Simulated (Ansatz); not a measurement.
# C3H7Br: the cost of one run

Computed with Ansatz 0.2.0 (the levels named in each step, unless a step's input says otherwise).

### Step 1. The structure to begin with

Bond lengths: C1–C2 1.523 Å, C2–C3 1.518 Å, C3–Br4 1.957 Å, C1–H5 1.089 Å, C1–H6 1.087 Å, C1–H7 1.088 Å, C2–H8 1.093 Å, C2–H9 1.094 Å, C3–H10 1.089 Å, C3–H11 1.089 Å. Angles (14 of 18 angles, heavy atoms first): C1–C2–C3 112.4°, C2–C3–Br4 111.6°, C1–C2–H8 109.8°, C1–C2–H9 109.7°, C3–C2–H8 109.4°, C3–C2–H9 107.6°, C2–C1–H5 110.6°, C2–C1–H6 110.3°, C2–C1–H7 110.5°, C2–C3–H10 111.7°, C2–C3–H11 111.7°, Br4–C3–H10 106.0°, Br4–C3–H11 105.7°, H8–C2–H9 107.8°.

Coordinates:

```xyz
11

C    -2.4158   -0.5950    0.3547
C    -1.2732   -1.5356   -0.0052
C     0.0484   -1.0986    0.5991
Br    0.6730    0.5858   -0.1765
H    -2.5528   -0.5539    1.4338
H    -3.3435   -0.9366   -0.0977
H    -2.2100    0.4107   -0.0060
H    -1.1735   -1.5972   -1.0914
H    -1.4916   -2.5404    0.3686
H    -0.0378   -0.9219    1.6707
H     0.8384   -1.8232    0.4065
```

### Step 2. A rough first relaxation, PBE-D4/def2-SVP

This run stands in another session on the same molecule. It ended at:

```xyz
11

C    -2.4407   -0.5925    0.3463
C    -1.2752   -1.5204    0.0037
C     0.0651   -1.1024    0.5916
Br    0.7230    0.6076   -0.1440
H    -2.5934   -0.5253    1.4440
H    -3.3862   -0.9546   -0.1046
H    -2.2528    0.4333   -0.0307
H    -1.1715   -1.6229   -1.0979
H    -1.4803   -2.5458    0.3892
H     0.0110   -0.9469    1.6870
H     0.8628   -1.8361    0.3720
```

### Step 3. Relaxation, PBE0-D4/def2-TZVPP

This run stands in another session on the same molecule. It ended at:

```xyz
11

C    -2.4254   -0.5943    0.3461
C    -1.2731   -1.5184   -0.0002
C     0.0517   -1.1047    0.5937
Br    0.6997    0.5881   -0.1338
H    -2.5580   -0.5202    1.4284
H    -3.3604   -0.9600   -0.0807
H    -2.2495    0.4114   -0.0383
H    -1.1694   -1.6095   -1.0844
H    -1.4813   -2.5270    0.3768
H    -0.0120   -0.9486    1.6693
H     0.8394   -1.8228    0.3797
```

### Step 4. Turn 0°, PBE0-D4/def2-TZVP

input.yaml

```yaml
crystal:
  periodic: [false, false, false]
  atoms:
    - { symbol: C, position_ang: [-2.42571892, -0.59419966, 0.34607533] }
    - { symbol: C, position_ang: [-1.27313637, -1.51795453, 8.819e-05] }
    - { symbol: C, position_ang: [0.05197878, -1.10448134, 0.59362088] }
    - { symbol: Br, position_ang: [0.70077955, 0.58820171, -0.13321234] }
    - { symbol: H, position_ang: [-2.55862227, -0.51972371, 1.42897181] }
    - { symbol: H, position_ang: [-3.3608144, -0.96117392, -0.08116517] }
    - { symbol: H, position_ang: [-2.25041113, 0.41207717, -0.03910089] }
    - { symbol: H, position_ang: [-1.16937928, -1.60920874, -1.0849483] }
    - { symbol: H, position_ang: [-1.48148926, -2.52726266, 0.37757017] }
    - { symbol: H, position_ang: [-0.0111596, -0.94870746, 1.67005594] }
    - { symbol: H, position_ang: [0.83967291, -1.82344687, 0.37869438] }
basis:
  gaussian: { orbitals: def2-TZVP }
hamiltonian:
  xc: pbe0
  dispersion: d4
output:
  forces: true
```

Launch:

```sh
$ ansatz run input.yaml --threads 4 --pin off --max-ram 10240MiB --backend cpu --events-out ev --progress --plain --runs-dir out
```

**Question.** How long does this run take on 4 threads of AMD EPYC (Zen 3), shared host, and how much memory does it need?

About 13 s, with a peak of 0.45 GiB.
